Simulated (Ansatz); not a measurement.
# C₃H₈Cl₃NZr: up Jacob's ladder to CCSD(T)

An exercise on one series of results from a longer session: the logs are not shown, and one member is left open.

Program: Ansatz 0.2.0, Gaussian basis. Level of theory: functionals in def2-TZVPP, the program's frozen cores in correlated methods. These are calculated values, not measurements.

The runs, in order: LDA (SPW92), PBE-D4, revPBE-D4, BLYP-D4, r2SCAN-D4, B97M-V, PBE0-D4, B3LYP-D4, r2SCANh-D4, r2SCAN0-D4, HSE06-D4, BHLYP-D4, CAM-B3LYP-D4, LC-ωPBE, ωB97X-V, ωB97M-V, B2PLYP, PBE-QIDH; CCSD(T)/def2-SVP; CCSD(T)/def2-TZVPP; MP2/def2-QZVPP; extrapolation to the limit; RPA on PBE.

1 further run of the same task is left out (it didn't finish).

## Structure used throughout

An earlier PBE0-D4 in a triple-zeta def2 set relaxation fixed the geometry. Zr takes the def2 core potential; no spin-orbit term is included.

SMILES `CC[N](C)[Zr]([Cl])([Cl])[Cl]`, 16 atoms, charge 0, spin multiplicity 1.

Atoms are counted from 1 here; the program's logs count them from 0.

Bond lengths: C1–C2 1.520 Å, C1–H9 1.092 Å, C1–H10 1.092 Å, C1–H11 1.092 Å, C2–N3 1.451 Å, C2–H12 1.099 Å, C2–H13 1.093 Å, N3–C4 1.450 Å, N3–Zr5 1.976 Å, C4–H14 1.095 Å, C4–H15 1.097 Å, C4–H16 1.099 Å, Zr5–Cl6 2.354 Å, Zr5–Cl7 2.342 Å, Zr5–Cl8 2.353 Å. Angles: C2–C1–H9 110.7°, C2–C1–H10 110.0°, C2–C1–H11 111.9°, H9–C1–H10 108.3°, H9–C1–H11 108.3°, H10–C1–H11 107.6°, C1–C2–N3 113.7°, C1–C2–H12 109.9°, C1–C2–H13 109.4°, N3–C2–H12 108.7°, N3–C2–H13 108.2°, H12–C2–H13 106.6°, C2–N3–C4 115.6°, C2–N3–Zr5 132.4°, C4–N3–Zr5 112.0°, N3–C4–H14 112.2°, N3–C4–H15 111.0°, N3–C4–H16 110.8° and more.

The first run:

Input file in.yaml:

```yaml
crystal:
  periodic: [false, false, false]
  atoms:
    - {symbol: C, position_ang: [1.890584, -0.940290, 0.099829]}
    - {symbol: C, position_ang: [0.982184, 0.080243, 0.765366]}
    - {symbol: N, position_ang: [-0.320296, 0.198456, 0.137205]}
    - {symbol: C, position_ang: [-1.201217, -0.941445, 0.300444]}
    - {symbol: Zr, position_ang: [-1.171732, 1.648750, -0.899333]}
    - {symbol: Cl, position_ang: [-3.105663, 2.284011, 0.282187]}
    - {symbol: Cl, position_ang: [0.385871, 3.386555, -1.099399]}
    - {symbol: Cl, position_ang: [-1.781335, 0.731252, -2.978745]}
    - {symbol: H, position_ang: [2.052436, -0.686208, -0.949850]}
    - {symbol: H, position_ang: [2.860606, -0.959303, 0.601268]}
    - {symbol: H, position_ang: [1.475082, -1.948579, 0.147585]}
    - {symbol: H, position_ang: [0.841135, -0.178058, 1.824275]}
    - {symbol: H, position_ang: [1.461883, 1.062285, 0.743730]}
    - {symbol: H, position_ang: [-0.810875, -1.839554, -0.188974]}
    - {symbol: H, position_ang: [-1.374287, -1.155110, 1.362092]}
    - {symbol: H, position_ang: [-2.184367, -0.743016, -0.147660]}
basis:
  gaussian: {orbitals: def2-TZVPP}
hamiltonian: {xc: lda}
output: {orbitals: {seedname: orbitals}}
```

The run is started by

```bash
$ ansatz run in.yaml --threads 5 --pin off --events-out ev --progress --plain --max-ram 66560MiB --backend cuda --devices 0, --max-vram 37GiB
```

Steps of the session up to this table: LDA; PBE-D4 (GGA); revPBE-D4 (GGA); BLYP-D4 (GGA); r2SCAN-D4 (meta-GGA); B97M-V (meta-GGA); PBE0-D4 (hybrid); B3LYP-D4 (hybrid); r2SCANh-D4 (hybrid); r2SCAN0-D4 (hybrid); HSE06-D4 (hybrid); BHLYP-D4 (hybrid); CAM-B3LYP-D4 (range-separated); LC-ωPBE (range-separated); ωB97X-V (range-separated); ωB97M-V (range-separated); B2PLYP (double hybrid); PBE-QIDH (double hybrid).

One of the session's tables, all rows but one given; the rest of the session is left out.

It belongs to the step «Frontier levels by functional». 

```
  functional  HOMO (eV)  LUMO (eV)  gap (eV)
 LDA (SPW92)      -6.28      -2.99      3.30
      PBE-D4      -6.13      -2.75      3.38
   revPBE-D4      -6.07      -2.67      3.41
     BLYP-D4          ?          ?         ?
   r2SCAN-D4      -6.38      -2.61      3.77
      B97M-V      -6.47      -2.57      3.90
     PBE0-D4      -7.39      -1.92      5.47
    B3LYP-D4      -7.17      -2.11      5.05
  r2SCANh-D4      -6.85      -2.29      4.55
  r2SCAN0-D4      -7.56      -1.82      5.74
    HSE06-D4      -6.99      -2.29      4.69
    BHLYP-D4      -8.55      -0.89      7.66
CAM-B3LYP-D4      -8.72      -0.80      7.92
     LC-ωPBE     -10.06       0.33     10.39
     ωB97X-V      -9.72       0.25      9.96
     ωB97M-V      -9.61       0.18      9.80
```

Q: Estimate the row for BLYP-D4 from the others.

Worked estimate for «HOMO (eV)». Against the share of exact exchange, B3LYP-D4 (0.2, -7.17), BHLYP-D4 (0.5, -8.55) give a slope of -4.60 per unit share; at 0 the line stands at -6.25.

As computed: HOMO (eV): -6.00; LUMO (eV): -2.61; gap (eV): 3.39. In «HOMO (eV)» the line misses by -0.25.
